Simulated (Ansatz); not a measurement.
# C2H2Zn: small, medium and large basis sets

An exercise on one series of results from a longer session: the logs are not shown, and one member is left open.

Method: one geometry, several basis sets; program: Ansatz 0.2.0, Gaussian basis.

Plan: PBE0-D4/def2-SVP; ωB97M-V/def2-SVP; PBE0-D4/def2-QZVPP; ωB97M-V/def2-QZVPP; the functionals' def2-TZVPP values are taken from earlier runs.

**Structure used throughout**

The geometry comes from an earlier relaxation with PBE0-D4 in a triple-zeta def2 set; it is a stationary point.

5 atoms, charge 0, spin multiplicity 1.

Atoms are counted from 1 here; the program's logs count them from 0.

Bond lengths: C1–C2 1.197 Å, C1–H4 1.065 Å, C2–H5 1.065 Å. Angles: C2–C1–H4 179.8°, C1–C2–H5 179.8°.

Set-up of the first run:

File in.yaml:

```yaml
crystal:
  periodic: [false, false, false]
  atoms:
    - {symbol: C, position_ang: [-0.740478, 0.119752, -0.468913]}
    - {symbol: C, position_ang: [0.043653, 1.005914, -0.286728]}
    - {symbol: Zn, position_ang: [1.443335, -2.324871, 1.469670]}
    - {symbol: H, position_ang: [-1.440248, -0.665891, -0.632993]}
    - {symbol: H, position_ang: [0.743537, 1.791397, -0.122538]}
basis:
  gaussian: {orbitals: def2-SVP}
hamiltonian: {xc: pbe0, dispersion: d4}
output: {orbitals: {seedname: orbitals}}
```

On the command line:

```bash
$ ansatz run in.yaml --threads 2 --pin off --events-out ev --progress --plain --max-ram 4352MiB
```

Among the steps run: PBE0-D4 in def2-SVP; ωB97M-V in def2-SVP; PBE0-D4 in def2-QZVPP; ωB97M-V in def2-QZVPP.

One table of the session follows, with a row left open; its other results are not shown here.

It belongs to the step «Density functionals: the series». 

```
functional       basis  HOMO (eV)  LUMO (eV)
   PBE0-D4    def2-SVP      -6.08       0.99
   PBE0-D4  def2-TZVPP      -6.35      -0.50
   PBE0-D4  def2-QZVPP          ?          ?
   ωB97M-V    def2-SVP      -8.16       3.17
   ωB97M-V  def2-TZVPP      -8.43       0.94
   ωB97M-V  def2-QZVPP      -8.44       0.61
```

Estimate the missing values for PBE0-D4, def2-QZVPP.

As computed: HOMO (eV): -6.34; LUMO (eV): -0.59. In the column «HOMO (eV)» it lies between PBE0-D4, def2-TZVPP (-6.35) and PBE0-D4, def2-SVP (-6.08).
